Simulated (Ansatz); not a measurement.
# SiO2: the cost of one run

Computed with Ansatz 0.2.0 (DFT r2SCAN, scalar-relativistic, plane waves, PAW, unless a step's input says otherwise).

### 1 The system as given

It takes space group P4_2/mnm (No. 136, tetragonal). Conventional cell: a = 4.233 Å, b = 4.233 Å, c = 2.693 Å, α = 90.00°, β = 90.00°, γ = 90.00°. Si (site symmetry mmm) has 6 O at 1.78 to 1.84 Å as nearest neighbours. O (site symmetry m2m) has 3 Si at 1.78 to 1.84 Å as nearest neighbours.

As a file:

```xyz
6
Lattice="4.2332 0.0000 0.0000 0.0000 4.2332 0.0000 0.0000 0.0000 2.6935" Properties=species:S:1:pos:R:3 pbc="T T T"
Si    2.1166    2.1166    1.3467
Si    0.0000    0.0000    0.0000
O     2.9343    2.9343    0.0000
O     0.8177    3.4155    1.3467
O     1.2989    1.2989    0.0000
O     3.4155    0.8177    1.3467
```

Source of the structure: the Materials Project (structure only).

(A quick probe on a coarse mesh, which set the mesh and smearing, is not shown.)

### 3 Rough relaxation on the coarse mesh

The input, input.yaml:

```yaml
crystal:
  lattice:
    - [4.233169, 0.0, 0.0]
    - [0.0, 4.233169, 0.0]
    - [0.0, 0.0, 2.693495]
  atoms:
    - { symbol: Si, position: [0.5, 0.5, 0.5] }
    - { symbol: Si, position: [0.0, 0.0, 0.0] }
    - { symbol: O, position: [0.693161, 0.693161, 0.0] }
    - { symbol: O, position: [0.193161, 0.806839, 0.5] }
    - { symbol: O, position: [0.306839, 0.306839, 0.0] }
    - { symbol: O, position: [0.806839, 0.193161, 0.5] }
basis:
  ecutwfc: 500
kpoints:
  mp_grid: { grid: [6, 6, 8] }
hamiltonian:
  xc: r2scan
scf:
  occupations: { method: gaussian, width: 0.1 }
output:
  forces: true
  stress: true
  eigenvalues: true
relax:
  adjacent_minimum: "off"
  f_tol: 0.05
  max_steps: 80
  cell: { stress_tol: 0.5 }
```

Started as:

```sh
ansatz run input.yaml --threads 2 --pin off --max-ram 5120MiB --backend cpu --events-out ev --progress --plain --runs-dir out
```

Q: Estimate wall time and peak memory on 2 threads of Oxide Virtual Turin-like (Zen 5), shared host.

About 17 s, with a peak of 0.49 GiB.
